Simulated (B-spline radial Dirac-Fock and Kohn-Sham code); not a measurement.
# Ni²⁺: core levels and X-ray properties

What does theory give for nickel as Ni²⁺? The session works out its X-ray form factor and Compton profile, the binding energy of each subshell, how cheaper methods do for the levels, its photoionisation cross sections, the widths and yields of its core holes and its two-hole states.

Method: a free atom or ion on a radial basis; each step names its model; computed with B-spline radial Dirac-Fock and Kohn-Sham code, version 2.

## Step 1: The atom as given

The Ni²⁺ ion, 1s2 2s2 2p6 3s2 3p6 3d8.

| Quantity | Value |
| --- | --- |
| nuclear charge | 28 |
| electrons | 26 |
| mass number | 58 |
| nuclear rms radius | 3.7757 fm |

Outer shells as boxes (Hund's rule, for the drawing alone; heavy ions are jj-coupled, and the calculation averages over the configuration):

```
[Ar] core
3d [↑↓][↑↓][↑↓][↑ ][↑ ]
```

## Step 2: X-ray scattering functions

Model: Dirac-Fock average of configuration, finite nucleus; form factor of the spherical density, Waller-Hartree incoherent function, impulse-approximation Compton profiles.

The run's settings:

```ini
task = scatter
Z = 28
charge = 2
configuration = 1s2 2s2 2p6 3s2 3p6 3d8
mass_number = 58
rms_radius = 3.7757  # fm
s = [0.0, 0.05, 0.1, 0.15, 0.2, 0.25, 0.3, 0.35, 0.4, 0.45, 0.5, 0.6, 0.7, 0.8, 0.9, 1.0, 1.1, 1.2, 1.4, 1.6, 1.8, 2.0, 2.5, 3.0, 3.5, 4.0, 5.0, 6.0]  # 1/A
pz = [0, 0.1, 0.2, 0.3, 0.4, 0.5, 0.6, 0.8, 1.0, 1.2, 1.4, 1.6, 1.8, 2.0, 2.5, 3.0, 4.0, 5.0, 7.0, 10.0, 15.0, 20.0, 30.0, 40.0, 60.0, 100.0]  # a.u.
photon_energy = [1000, 2000, 17479.3, 30000, 50000, 200000, 500000, 1000000]  # eV
```

Results of the run (chosen fields of its result record, rounded):

```text
{
  "status": "converged",
  "form_factor [e]": [26.0, 25.721, 24.92, 23.7, 22.193, 20.533, 18.835, 17.184, 15.634, 14.221, 12.959, 10.894, 9.3766, 8.2914, 7.5156, 6.944, 6.4968, 6.1192, 5.4504, 4.8164, 4.2066, 3.6428, 2.5406, 1.8773, 1.5123, 1.306, 1.0693, 0.89187],
  "incoherent": [-3.8725e-13, 0.31194, 1.1694, 2.3841, 3.7558, 5.1415, 6.4689, 7.7142, 8.876, 9.9593, 10.969, 12.776, 14.311, 15.591, 16.647, 17.522, 18.258, 18.892, 19.952, 20.826, 21.56, 22.172, 23.269, 23.937, 24.373, 24.689, 25.145, 25.454],
  "compton_total [1/a.u.]": [3.9001, 3.897, 3.8876, 3.8718, 3.8492, 3.8191, 3.7806, 3.6746, 3.5253, 3.3333, 3.1067, 2.8584, 2.6022, 2.35, 1.7886, 1.3616, 0.84949, 0.59385, 0.34574, 0.17255, 0.064648, 0.029473, 0.0081443, 0.002717, 0.00044614, 3.4993e-05],
  "shells": ["1s1/2", "2s1/2", "2p1/2", "2p3/2", "3s1/2", "3p1/2", "3p3/2", "3d3/2", "3d5/2"],
  "occupation": [2.0, 2.0, 2.0, 4.0, 2.0, 2.0, 4.0, 3.2, 4.8],
  "mean_momentum [a.u.]": [23.912, 8.0004, 10.773, 10.613, 3.2311, 3.7629, 3.7153, 3.7552, 3.7346],
  "r2 [bohr^2]": 15.342,
  "r_inverse [1/bohr]": 129.76,
  "r1 [bohr]": 15.65,
  "coherent [b]": [437.37, 404.49, 68.788, 32.065, 13.987, 1.1694, 0.19711, 0.049812],
  "incoherent_cross_section [b]": [0.26373, 0.93995, 9.639, 11.537, 12.354, 10.293, 7.4669, 5.478],
  "radial_jk": {
    "3d": {"j0": [1.0, 0.97895, 0.91951, 0.83142, 0.72702, 0.6179, 0.51277, 0.41703, 0.33325, 0.26201, 0.20272, 0.11497, 0.058956, 0.024747, 0.0048677, -0.0059059, -0.011077, -0.012929, -0.011932, -0.0090036, -0.0062165, -0.0040906, -0.0012858, -0.00035884, -7.7029e-05, 2.5047e-06, 2.0013e-05, 1.1507e-05], "j2": [0.0, 0.008365, 0.031359, 0.06362, 0.098684, 0.13105, 0.15723, 0.17578, 0.18675, 0.19107, 0.19001, 0.1768, 0.15564, 0.1321, 0.1093, 0.088782, 0.071123, 0.056369, 0.034575, 0.020726, 0.012215, 0.0070926, 0.0016776, 0.00028773, -3.5468e-05, -8.6752e-05, -5.443e-05, -2.488e-05], "j4": [0.0, 4.1101e-05, 0.00060682, 0.0027015, 0.0072059, 0.014366, 0.023726, 0.034397, 0.045395, 0.05588, 0.065257, 0.079505, 0.087461, 0.090016, 0.088519, 0.08427, 0.078333, 0.07152, 0.057384, 0.04451, 0.033824, 0.0254, 0.012191, 0.0059103, 0.0029556, 0.0015346, 0.00046187, 0.00015825], "r2": 1.1604, "r4": 3.2662, "r6": 17.888}
  }
}
```

The scattering functions against s = sin θ / λ:

```
s (1/Å)  f (e)  f / N   S(s)  f, tabulated
      0  26.00  1.000      0         26.00
  0.100  24.92  0.958  1.169         24.93
  0.200  22.19  0.854  3.756         22.20
  0.300  18.84  0.724  6.469         18.84
  0.400  15.63  0.601  8.876         15.64
  0.500  12.96  0.498  10.97         12.96
  0.700  9.377  0.361  14.31         9.375
  0.900  7.516  0.289  16.65         7.515
   1.10  6.497  0.250  18.26         6.505
   1.40  5.450  0.210  19.95         5.445
   1.80  4.207  0.162  21.56         4.205
   2.50  2.541  0.098  23.27         2.563
   3.50  1.512  0.058  24.37         1.498
   5.00  1.069  0.041  25.14         1.078
```

Tabulated: Waasmaier and Kirfel, Acta Cryst. A51, 416 (1995).

## Step 3: Hole states by ΔSCF

Model: Dirac-Fock average of configuration, Delta-SCF, finite nucleus, first-order Breit with its frequency dependence, self-energy and vacuum polarisation.

Settings, as recorded:

```ini
task = binding
```

Results of the run (chosen fields of its result record, rounded):

```text
{
  "status": "converged",
  "shells": ["K", "L1", "L2", "L3", "M1", "M2", "M3", "M4,5"],
  "total_energy_parts [Ha]": [-1518.45145, 0.661063283, -0.0594467207, -0.00182854952, 0.440696473, -0.0386173192],
  "koopmans [eV]": [8426.56, 1070.82, 931.873, 914.129, 155.597, 111.083, 108.727, 38.0313],
  "dirac_coulomb [eV]": [8381.97, 1049.52, 908.806, 891.329, 150.521, 106.368, 104.148, 34.4938],
  "gaunt [eV]": [-10.4929, -0.686597, -1.30412, -0.895587, -0.0718632, -0.134649, -0.0802143, 0.00897553],
  "retardation [eV]": [0.635905, 0.017687, 0.135521, 0.135646, 0.00159433, 0.0153824, 0.0153137, -0.00159702],
  "breit_frequency [eV]": [0.0212417, -0.00298291, -0.00055756, 0.00951406, -0.000417693, -0.000182594, 0.00118267, -0.00012044],
  "self_energy [eV]": [-5.0854, -0.519442, 0.062912, 0.0217206, -0.0779954, 0.00660766, 0.0013096, 0.0025838],
  "vacuum_polarisation [eV]": [0.45371, 0.0433162, -0.00357778, -0.00379744, 0.00633469, -0.000379607, -0.000412229, -0.000180586],
  "binding [eV]": [8367.5, 1048.38, 907.696, 890.597, 150.378, 106.254, 104.085, 34.5034],
  "mean_radius [bohr]": [0.0540573, 0.243492, 0.212776, 0.215924, 0.740846, 0.774375, 0.783667, 0.952364]
}
```

total_energy_parts: Dirac-Coulomb, Gaunt, retardation, frequency dependence, self-energy, vacuum polarisation. 

Each level as Koopmans' value plus corrections (eV):

```
level      -ε  relaxation  Breit    QED  binding
    K  8426.6      -44.59  -9.84  -4.63   8367.5
   L1  1070.8      -21.30  -0.67  -0.48   1048.4
   L2   931.9      -23.07  -1.17   0.06    907.7
   L3   914.1      -22.80  -0.75   0.02    890.6
   M1   155.6       -5.08  -0.07  -0.07    150.4
   M2   111.1       -4.72  -0.12   0.01    106.3
   M3   108.7       -4.58  -0.06   0.00    104.1
 M4,5   38.03       -3.54   0.01   0.00    34.50
```

X-ray lines as differences of these levels:

```
       line  energy (eV)
 Kβ1 (K-M3)       8263.4
 Kβ3 (K-M2)       8261.2
 Kα1 (K-L3)       7476.9
 Kα2 (K-L2)       7459.8
Lβ3 (L1-M3)        944.3
Lβ4 (L1-M2)        942.1
 Lη (L2-M1)        757.3
 Lℓ (L3-M1)        740.2
```

## Step 4: The levels by Dirac LDA

Model: Dirac-Kohn-Sham LDA (Slater exchange, VWN correlation), finite nucleus, spherical and without spin polarisation.

Recorded inputs:

```ini
task = binding-ladder
method = lda,vwn
relativity = dirac
```

Results of the run (chosen fields of its result record, rounded):

```text
{
  "status": "converged",
  "shells": ["K", "L1", "L2", "L3", "M1", "M2", "M3", "M4,5"],
  "minus_eigenvalue [eV]": [8213.02, 998.958, 875.048, 857.602, 130.255, 92.5294, 90.3153, 28.7149],
  "delta_scf [eV]": [8381.98, 1025.48, 907.363, 889.294, 140.605, 102.679, 100.406, 37.81],
  "total_energy [Ha]": -1517.10574,
  "dirac_fock_binding [eV]": [8367.5, 1048.38, 907.696, 890.597, 150.378, 106.254, 104.085, 34.5034]
}
```

Against the Dirac-Fock value with Breit and QED (eV):

```
level      -ε    miss    ΔSCF   miss  Dirac-Fock
    K  8213.0  -154.5  8382.0  +14.5      8367.5
   L1   999.0   -49.4  1025.5  -22.9      1048.4
   L2   875.0   -32.6   907.4   -0.3       907.7
   L3   857.6   -33.0   889.3   -1.3       890.6
   M1   130.3   -20.1   140.6   -9.8       150.4
   M2   92.53   -13.7   102.7   -3.6       106.3
   M3   90.32   -13.8   100.4   -3.7       104.1
 M4,5   28.71    -5.8   37.81   +3.3       34.50
```

## Step 5: Photoionisation

Model: independent-particle photoionisation: Dirac-Hartree-Slater potential of the initial state with a Latter tail for bound and continuum orbitals, all multipoles in the length form, thresholds from Dirac-Fock Delta-SCF.

Settings, as recorded:

```ini
task = photo
photon_energy = [39.5, 100, 244.0, 300, 372.0, 517.0, 600, 1253.6, 1486.9, 2270.0, 5414.7, 8047.8, 78700.0, 80000, 129000.0, 148000.0]  # eV
```

Results of the run (chosen fields of its result record, rounded):

```text
{
  "status": "converged",
  "shells": ["K", "L1", "L2", "L3", "M1", "M2", "M3", "M4", "M5"],
  "occupation": [2.0, 2.0, 2.0, 4.0, 2.0, 2.0, 4.0, 3.2, 4.8],
  "threshold [eV]": [8367.5, 1048.38, 907.696, 890.597, 150.378, 106.254, 104.085, 34.6683, 34.3935],
  "sigma [Mb]": [
    ["K", "-", "-", "-", "-", "-", "-", "-", "-", "-", "-", "-", "-", 4.89e-05, 4.65e-05, 1.08e-05, 7.07e-06],
    ["L1", "-", "-", "-", "-", "-", "-", "-", 0.0966, 0.0734, 0.0346, 0.00563, 0.00223, 4.36e-06, 4.15e-06, 9.84e-07, 6.5e-07],
    ["L2", "-", "-", "-", "-", "-", "-", "-", 0.162, 0.104, 0.0321, 0.00228, 0.000628, 1.83e-07, 1.72e-07, 3.02e-08, 1.85e-08],
    ["L3", "-", "-", "-", "-", "-", "-", "-", 0.315, 0.201, 0.0614, 0.00426, 0.00116, 2.96e-07, 2.78e-07, 4.66e-08, 2.81e-08],
    ["M1", "-", "-", 0.218, 0.169, 0.128, 0.0786, 0.062, 0.0171, 0.0124, 0.00534, 0.000818, 0.000322, 6.37e-07, 6.07e-07, 1.44e-07, 9.54e-08],
    ["M2", "-", "-", 0.254, 0.211, 0.164, 0.0984, 0.0755, 0.0158, 0.0104, 0.00349, 0.000282, 8.08e-05, 2.58e-08, 2.43e-08, 4.3e-09, 2.64e-09],
    ["M3", "-", "-", 0.526, 0.431, 0.329, 0.195, 0.149, 0.0305, 0.0201, 0.00665, 0.000526, 0.000149, 4.16e-08, 3.92e-08, 6.62e-09, 4e-09],
    ["M4", 3.02, 2.79, 0.543, 0.328, 0.187, 0.0745, 0.0476, 0.00415, 0.00228, 0.000476, 1.5e-05, 2.87e-06, 1.05e-10, 9.8e-11, 1.21e-11, 6.65e-12],
    ["M5", 4.61, 4.17, 0.804, 0.485, 0.276, 0.11, 0.0701, 0.00607, 0.00333, 0.000694, 2.16e-05, 4.11e-06, 1.38e-10, 1.29e-10, 1.54e-11, 8.43e-12]
  ],
  "beta_dipole": [
    ["K", "-", "-", "-", "-", "-", "-", "-", "-", "-", "-", "-", "-", 1.98, 1.98, 1.95, 1.94],
    ["L1", "-", "-", "-", "-", "-", "-", "-", 2.0, 2.0, 2.0, 2.0, 2.0, 1.98, 1.98, 1.95, 1.93],
    ["L2", "-", "-", "-", "-", "-", "-", "-", 1.38, 1.44, 1.42, 1.11, 0.926, 0.0863, 0.0815, -0.0672, -0.115],
    ["L3", "-", "-", "-", "-", "-", "-", "-", 1.4, 1.46, 1.44, 1.12, 0.922, -0.132, -0.139, -0.384, -0.46],
    ["M1", "-", "-", 2.0, 2.0, 2.0, 2.0, 2.0, 2.0, 2.0, 2.0, 2.0, 2.0, 1.98, 1.98, 1.95, 1.93],
    ["M2", "-", "-", 1.31, 1.46, 1.54, 1.61, 1.62, 1.54, 1.51, 1.38, 1.05, 0.871, 0.0797, 0.0753, -0.0688, -0.118],
    ["M3", "-", "-", 1.32, 1.46, 1.55, 1.61, 1.63, 1.56, 1.52, 1.4, 1.05, 0.864, -0.14, -0.148, -0.387, -0.463],
    ["M4", 0.0155, 0.655, 1.13, 1.18, 1.21, 1.23, 1.22, 1.01, 0.949, 0.786, 0.484, 0.368, -0.187, -0.193, -0.526, -0.611],
    ["M5", 0.00602, 0.668, 1.13, 1.18, 1.21, 1.22, 1.21, 0.997, 0.935, 0.774, 0.482, 0.371, -0.108, -0.113, -0.441, -0.528]
  ]
}
```

Rows start with the subshell; columns follow the photon energies; blanks lie below or just at threshold.

Summed over subshells:

```
hν (eV)  total (kb)  K (%)  L (%)  M (%)
 39.500        7640      -      -  100.0
 100.00        6950      -      -  100.0
 244.00        2350      -      -  100.0
 300.00        1620      -      -  100.0
 372.00        1080      -      -  100.0
 517.00         557      -      -  100.0
 600.00         404      -      -  100.0
 1253.6         647      -   88.6   11.4
 1486.9         427      -   88.6   11.4
 2270.0         145      -   88.5   11.5
 5414.7        13.8      -   88.0   12.0
 8047.8        4.57      -   87.8   12.2
  78700      0.0544   89.8    8.9    1.3
  80000      0.0517   89.8    8.9    1.3
 129000      0.0120   89.9    8.8    1.3
 148000     0.00787   89.9    8.8    1.3
```

(Part 1 of 2 ends here.)
